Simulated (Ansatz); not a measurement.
**B₂H₂OZn: basis-set convergence**

One table from this session's results is given with a row withheld; the runs are named, their logs left out.

Computed with Ansatz 0.2.0, Gaussian basis. Level: one geometry, several basis sets.

The runs, in order: PBE0-D4/def2-SVP; ωB97M-V/def2-SVP; PBE0-D4/def2-QZVPP; ωB97M-V/def2-QZVPP; the functionals' def2-TZVPP values are taken from earlier runs.

### Structure used throughout

An earlier PBE0-D4 in a triple-zeta def2 set relaxation fixed the geometry.

6 atoms, charge 0, spin multiplicity 1.

Atoms are counted from 1 here; the program's logs count them from 0.

Bond lengths: B1–O2 1.387 Å, B1–Zn4 2.148 Å, B1–H5 1.197 Å, O2–B3 1.387 Å, B3–Zn4 2.148 Å, B3–H6 1.197 Å. Angles: O2–B1–Zn4 83.3°, O2–B1–H5 117.8°, Zn4–B1–H5 158.8°, B1–O2–B3 123.8°, O2–B3–Zn4 83.3°, O2–B3–H6 117.8°, Zn4–B3–H6 158.8°, B1–Zn4–B3 69.5°.

Set-up of the first run:

in.yaml reads:

```yaml
crystal:
  periodic: [false, false, false]
  atoms:
    - {symbol: B, position_ang: [-0.627193, 0.542081, -0.897440]}
    - {symbol: O, position_ang: [0.285908, 0.514741, 0.146410]}
    - {symbol: B, position_ang: [0.606465, -0.629057, 0.862721]}
    - {symbol: Zn, position_ang: [-0.811102, -1.552412, -0.460116]}
    - {symbol: H, position_ang: [-0.822298, 1.590105, -1.441754]}
    - {symbol: H, position_ang: [1.410420, -0.529459, 1.743878]}
basis:
  gaussian: {orbitals: def2-SVP}
hamiltonian: {xc: pbe0, dispersion: d4}
output: {orbitals: {seedname: orbitals}}
```

On the command line:

```console
$ ansatz run in.yaml --threads 2 --pin off --events-out ev --progress --plain --max-ram 4352MiB
```

Among the steps run: PBE0-D4 in def2-SVP; ωB97M-V in def2-SVP; PBE0-D4 in def2-QZVPP; ωB97M-V in def2-QZVPP.

One of the session's tables, all rows but one given; the rest of the session is left out.

It belongs to the step «Functionals by basis». 

| functional | basis | HOMO (eV) | LUMO (eV) |
| --- | --- | --- | --- |
| PBE0-D4 | def2-SVP | -5.51 | -1.59 |
| PBE0-D4 | def2-TZVPP | -5.69 | -1.82 |
| PBE0-D4 | def2-QZVPP | -5.70 | -1.84 |
| ωB97M-V | def2-SVP | -7.51 | 0.11 |
| ωB97M-V | def2-TZVPP | ? | ? |
| ωB97M-V | def2-QZVPP | -7.74 | -0.30 |

Q: Estimate the row for ωB97M-V, def2-TZVPP from the others.

**Answer.** HOMO (eV): -7.73; LUMO (eV): -0.20. In the column «HOMO (eV)» it lies between ωB97M-V, def2-QZVPP (-7.74) and ωB97M-V, def2-SVP (-7.51).
